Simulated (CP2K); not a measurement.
Crystal: AlIn.

```xyz
2
Lattice="3.0541 0.0000 0.0000 -1.5271 2.6450 0.0000 0.0000 0.0000 5.8280" Properties=species:S:1:pos:R:3 pbc="T T T"
Al    0.0000    0.0000    0.0000
In    0.0000    0.0000    2.9140
```

The cell was built by a generator and needn't be a form met in nature.

Base run:

```yaml
Program: CP2K 2026.2
Functional: BEEF-vdW
Potentials_or_basis: POTENTIAL_UZH Al GTH-PBE-q3, In GTH-PBE-q13; TZVP-MOLOPT-PBE-GTH basis
Density_cutoff: 9184 eV
k_mesh: 10 × 10 × 5
Occupations: fermi-dirac, width 0.05 eV
Spin: no spin polarisation
```

Its results: band gap on the k mesh none (metal or under the smearing width); pressure 1.0 GPa.

Problem. After a change of settings the same cell gave: band gap on the k mesh none (metal or under the smearing width); pressure 4.0 GPa. Which change was it?
A. functional from BEEF-vdW to PBEsol
B. functional from BEEF-vdW to PW91
C. functional from BEEF-vdW to LDA
D. functional from BEEF-vdW to BLYP

Solution. D.

Caveats: the potentials were made for another functional, which shifts forces and pressure; the basis of atomic orbitals isn't converged, which shifts pressures, moduli and gaps.

Not every run made on this cell is shown here.
